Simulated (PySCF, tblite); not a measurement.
**C7H13FNP: geometry, infrared bands and NMR shifts**

What infrared bands and NMR shifts should C7H13FNP (`CN(C)CP1C=C(F)CC1`) show?

Programs: tblite 0.8.0 and PySCF 2.14.0, with density-fitted response routines of our own. Each step states its level of theory. These are calculated values for one molecule in the gas phase, unless marked as measured. Atoms are numbered from 0 throughout.

## 1. The molecule as given

23 atoms, charge 0, multiplicity 1; geometry from: force field or distance geometry start.

Bonds of the start (Å): C0–N1 1.46, N1–C2 1.45, N1–C3 1.47, C3–P4 1.86, P4–C5 1.87, C5–C6 1.34, C6–F7 1.35, C6–C8 1.50, C8–C9 1.54, C9–P4 1.86, C0–H10 1.09, C0–H11 1.11, C0–H12 1.09, C2–H13 1.09, C2–H14 1.11, C2–H15 1.11, C3–H16 1.09, C3–H17 1.08, C5–H18 1.07, C8–H19 1.10, C8–H20 1.09, C9–H21 1.09, C9–H22 1.10.

## 2. Optimising the geometry with GFN2-xTB

The job: settings as JSON, then the geometry in Å.

```
{"job": {"kind": "relax", "xc": "GFN2-xTB", "basis": "xTB"}, "charge": 0, "multiplicity": 1}
C     -2.701600    -0.885300     0.005300
N     -1.611100     0.062000     0.241000
C     -2.125100     1.421100     0.242700
C     -0.545900    -0.072500    -0.756800
P      0.538400    -1.328400     0.073600
C      2.010500    -1.234800    -1.068700
C      2.872900    -0.294900    -0.646000
F      4.017500    -0.050800    -1.315800
C      2.529800     0.483100     0.585200
C      1.407800    -0.261600     1.329600
H     -2.375400    -1.925400     0.035700
H     -3.475700    -0.787000     0.789800
H     -3.196300    -0.707400    -0.953700
H     -1.341700     2.142500     0.487900
H     -2.557700     1.706700    -0.733500
H     -2.917600     1.545100     1.011400
H     -0.914300    -0.409100    -1.721000
H      0.006200     0.848800    -0.896900
H      2.182100    -1.833800    -1.943600
H      2.195100     1.489200     0.295100
H      3.394500     0.614400     1.237900
H      1.855200    -0.926700     2.073300
H      0.747600     0.431700     1.865200
```

On the command line:

```console
OMP_NUM_THREADS=1 python probes_run.py task.json out
```

The driver reads the jobs from task.json and runs them one after another.

**Question.** This job is followed by: GFN2-xTB harmonic vibrations, gas phase; GIAO PBE0/pcSseg-1 NMR shielding, non-relativistic, gas phase. Predict these results of the whole session: strongest single infrared mode (GFN2-xTB); zero-point energy (GFN2-xTB); ¹³C shifts against TMS (PBE0/pcSseg-1, means over atoms taken as alike); ¹H shifts against TMS (PBE0/pcSseg-1, means over atoms taken as alike); ¹⁵N shifts against NH3 (PBE0/pcSseg-1); ³¹P shifts against H3PO4 (PBE0/pcSseg-1); ¹⁹F shifts against CFCl3 (PBE0/pcSseg-1).

**Answer**, as computed:

```
                                                               quantity                                     value
                              strongest single infrared mode (GFN2-xTB)                     1674 cm⁻¹, 179 km/mol
                                           zero-point energy (GFN2-xTB)                            117.8 kcal/mol
¹³C shifts against TMS (PBE0/pcSseg-1, means over atoms taken as alike)  178.1, 107.0, 66.9, 48.0, 32.7, 17.8 ppm
 ¹H shifts against TMS (PBE0/pcSseg-1, means over atoms taken as alike)          5.31, 2.77, 2.36, 2.34, 2.20 ppm
                                 ¹⁵N shifts against NH3 (PBE0/pcSseg-1)                                  41.1 ppm
                               ³¹P shifts against H3PO4 (PBE0/pcSseg-1)                                 -35.2 ppm
                               ¹⁹F shifts against CFCl3 (PBE0/pcSseg-1)                                 -90.2 ppm
```

What this shows: The optimisation took 97 steps and gained 0.224 eV; among the close pairs (by a distance rule), P4–C5 changed most, from 1.866 to 1.819 Å. No mode is imaginary among the 63: a minimum at this level. The strongest single mode, at 1674 cm⁻¹, moves mainly C6 and C5. GFN2-xTB is a fitted tight-binding method: band positions and strengths are rough. Its intensities can rank the bands wrongly. H18 (hydrogen on an alkene CH) lies farthest downfield among hydrogen, at 5.31 ppm; a vinylic proton, deshielded by the sp2 carbon and the C=C anisotropy. At PBE0/pcSseg-1: Shielding is most anisotropic at F7 (span 265 ppm, paramagnetic term -211 ppm).
